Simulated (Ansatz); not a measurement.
# GaBr: up Jacob's ladder to CCSD(T)

The task here is to estimate one member of a computed series from the others.

The runs use Ansatz 0.2.0, Gaussian basis; functionals in def2-TZVPP, the program's frozen cores in correlated methods.

Plan: LDA (SPW92), PBE-D4, revPBE-D4, BLYP-D4, r2SCAN-D4, B97M-V, PBE0-D4, B3LYP-D4, r2SCANh-D4, r2SCAN0-D4, HSE06-D4, BHLYP-D4, CAM-B3LYP-D4, LC-ωPBE, ωB97X-V, ωB97M-V, B2PLYP, PBE-QIDH; CCSD(T)/def2-SVP; CCSD(T)/def2-TZVPP; CCSD(T)/def2-QZVPP; extrapolation to the limit; RPA on PBE.

**The relaxed structure**

All runs share one geometry, relaxed beforehand with PBE0-D4 in a triple-zeta def2 set.

2 atoms, charge 0, spin multiplicity 1.

Atoms are counted from 1 here; the program's logs count them from 0.

Bond lengths: Ga1–Br2 2.375 Å.

Geometry (Å):

```mol
BrGa
  3D, bonds by distance, orders not assigned

  2  1  0  0  0  0  0  0  0  0999 V2000
    0.0000   -0.0000    0.0137 Ga  0  0
   -0.0000    0.0000    2.3883 Br  0  0
  1  2  8  0
M  END
```

Set-up of the first run:

File in.yaml:

```yaml
crystal:
  periodic: [false, false, false]
  atoms:
    - {symbol: Ga, position_ang: [0.000000, -0.000000, 0.013677]}
    - {symbol: Br, position_ang: [-0.000000, 0.000000, 2.388273]}
basis:
  gaussian: {orbitals: def2-TZVPP}
hamiltonian: {xc: lda}
output: {orbitals: {seedname: orbitals}}
```

Command:

```bash
$ ansatz run in.yaml --threads 4 --pin off --events-out ev --progress --plain --max-ram 10444MiB
```

Among the steps run: LDA; PBE-D4 (GGA); revPBE-D4 (GGA); BLYP-D4 (GGA); r2SCAN-D4 (meta-GGA); B97M-V (meta-GGA); B3LYP-D4 (hybrid); r2SCANh-D4 (hybrid); r2SCAN0-D4 (hybrid); HSE06-D4 (hybrid); BHLYP-D4 (hybrid); CAM-B3LYP-D4 (range-separated); LC-ωPBE (range-separated); ωB97X-V (range-separated); ωB97M-V (range-separated); B2PLYP (double hybrid); PBE-QIDH (double hybrid).

One table of the session follows, with a row left open; its other results are not shown here.

It belongs to the step «Frontier levels by functional». 

| functional | HOMO (eV) | LUMO (eV) | gap (eV) |
| --- | --- | --- | --- |
| LDA (SPW92) | -6.56 | -2.71 | 3.85 |
| PBE-D4 | -6.35 | -2.49 | 3.86 |
| revPBE-D4 | -6.29 | -2.41 | 3.88 |
| BLYP-D4 | -6.23 | -2.42 | 3.82 |
| r2SCAN-D4 | -6.64 | -2.37 | 4.27 |
| B97M-V | ? | ? | ? |
| PBE0-D4 | -7.32 | -1.79 | 5.53 |
| B3LYP-D4 | -7.16 | -2.01 | 5.15 |
| r2SCANh-D4 | -6.99 | -2.10 | 4.88 |
| r2SCAN0-D4 | -7.51 | -1.72 | 5.79 |
| HSE06-D4 | -6.92 | -2.15 | 4.77 |
| BHLYP-D4 | -8.16 | -1.07 | 7.10 |
| CAM-B3LYP-D4 | -8.54 | -0.88 | 7.66 |
| LC-ωPBE | -9.72 | 0.17 | 9.89 |
| ωB97X-V | -9.42 | 0.08 | 9.50 |
| ωB97M-V | -9.34 | -0.06 | 9.29 |

Estimate the missing values for B97M-V.

**Answer.** HOMO (eV): -6.49; LUMO (eV): -2.39; gap (eV): 4.10. In the column «HOMO (eV)» it lies between LDA (SPW92) (-6.56) and PBE-D4 (-6.35).
